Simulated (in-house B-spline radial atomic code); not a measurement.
# Tb⁷⁺: excited configurations in jj coupling

How much energy does it take to promote electrons of Tb⁷⁺ to other shells? Each configuration is solved by itself and compared with the reference.

Program: in-house B-spline radial atomic code version 1. Level of theory: Dirac-Hartree-Fock, average of configuration, Fermi nucleus, basis-set limit. These are calculated values, not measurements, unless marked.

### 1 Starting point

```
element       : terbium (Z = 65)
charge        : +7
electrons     : 58
configuration : 1s2 2s2 2p6 3s2 3p6 3d10 4s2 4p6 4d10 4f-6 4f+1 5s2 5p-2 5p+1
Hamiltonian   : Dirac-Coulomb
nucleus       : Fermi, rms radius 5.060 fm
```

In configurations, a minus sign after the shell means j = l − 1/2 and a plus sign j = l + 1/2; the count of electrons follows.

Settings of the run:

```ini
Z = 65
electrons = 58.0
configuration = 1s2 2s2 2p6 3s2 3p6 3d10 4s2 4p6 4d10 4f-6 4f+1 5s2 5p-2 5p+1
hamiltonian = dirac
method = hf
spin_polarised = False
nucleus = fermi
rms_radius = 5.06
mass_number = 159
atomic_mass = 158.925353707
speed_of_light = 137.035999084
```

This reference run was done before. Its total energy is -11700.348881 hartree, and its levels are (the highest eight at most):

```csv
orbital,occupation,energy (eV),<r> (bohr)
4p3/2,4,-410.83,0.5801
4d3/2,4,-285.49,0.6121
4d5/2,6,-268.83,0.6218
5s1/2,2,-148.86,1.237
5p1/2,2,-125.26,1.328
4f5/2,6,-120.53,0.7328
5p3/2,1,-118.92,1.392
4f7/2,1,-116.46,0.7429
```

### 2 Run with 1s2 2s2 2p6 3s2 3p6 3d10 4s2 4p6 4d10 4f-5 4f+2 5s2 5p-2 5p+1

Settings of the run:

```ini
Z = 65
electrons = 58.0
configuration = 1s2 2s2 2p6 3s2 3p6 3d10 4s2 4p6 4d10 4f-5 4f+2 5s2 5p-2 5p+1
hamiltonian = dirac
method = hf
spin_polarised = False
nucleus = fermi
rms_radius = 5.06
mass_number = 159
atomic_mass = 158.925353707
speed_of_light = 137.035999084
```

### 3 1s2 2s2 2p6 3s2 3p6 3d10 4s2 4p6 4d10 4f-4 4f+3 5s2 5p+3

The settings differ from step 2 so:

```diff
@@ -2,3 +2,3 @@
 electrons = 58.0
-configuration = 1s2 2s2 2p6 3s2 3p6 3d10 4s2 4p6 4d10 4f-5 4f+2 5s2 5p-2 5p+1
+configuration = 1s2 2s2 2p6 3s2 3p6 3d10 4s2 4p6 4d10 4f-4 4f+3 5s2 5p+3
 hamiltonian = dirac
```

### 4 Run with 1s2 2s2 2p6 3s2 3p6 3d10 4s2 4p6 4d10 4f-1 4f+6 5s2 5p-1 5p+2

The settings differ from step 3 so:

```diff
@@ -2,3 +2,3 @@
 electrons = 58.0
-configuration = 1s2 2s2 2p6 3s2 3p6 3d10 4s2 4p6 4d10 4f-4 4f+3 5s2 5p+3
+configuration = 1s2 2s2 2p6 3s2 3p6 3d10 4s2 4p6 4d10 4f-1 4f+6 5s2 5p-1 5p+2
 hamiltonian = dirac
```

### 5 Configuration 1s2 2s2 2p6 3s2 3p6 3d10 4s2 4p6 4d10 4f-4 4f+3 5s2 5p-1 5p+2

The settings differ from step 4 so:

```diff
@@ -2,3 +2,3 @@
 electrons = 58.0
-configuration = 1s2 2s2 2p6 3s2 3p6 3d10 4s2 4p6 4d10 4f-1 4f+6 5s2 5p-1 5p+2
+configuration = 1s2 2s2 2p6 3s2 3p6 3d10 4s2 4p6 4d10 4f-4 4f+3 5s2 5p-1 5p+2
 hamiltonian = dirac
```

**Question.** How far above the reference does each configuration lie (order and size, in eV)?

The runs gave:

| net move | configuration | energy above the reference (eV) | with Breit, QED, recoil (eV) | largest <r> (bohr) |
| --- | --- | --- | --- | --- |
| 4f5/2 → 4f7/2 | 1s2 2s2 2p6 3s2 3p6 3d10 4s2 4p6 4d10 4f-5 4f+2 5s2 5p-2 5p+1 | 3.461 | 3.388 | 1.39 |
| 2×4f5/2, 5p1/2 → 2×4f7/2, 5p3/2 | 1s2 2s2 2p6 3s2 3p6 3d10 4s2 4p6 4d10 4f-4 4f+3 5s2 5p-1 5p+2 | 11.672 | 11.466 | 1.39 |
| 5×4f5/2, 5p1/2 → 5×4f7/2, 5p3/2 | 1s2 2s2 2p6 3s2 3p6 3d10 4s2 4p6 4d10 4f-1 4f+6 5s2 5p-1 5p+2 | 12.783 | 12.457 | 1.39 |
| 2×4f5/2, 2×5p1/2 → 2×4f7/2, 2×5p3/2 | 1s2 2s2 2p6 3s2 3p6 3d10 4s2 4p6 4d10 4f-4 4f+3 5s2 5p+3 | 18.681 | 18.405 | 1.39 |

**Reading.** The energies run from 3.461 eV (4f5/2 → 4f7/2) to 18.681 eV (2×4f5/2, 2×5p1/2 → 2×4f7/2, 2×5p3/2). These are averages over configurations, without correlation, not spectroscopic levels.
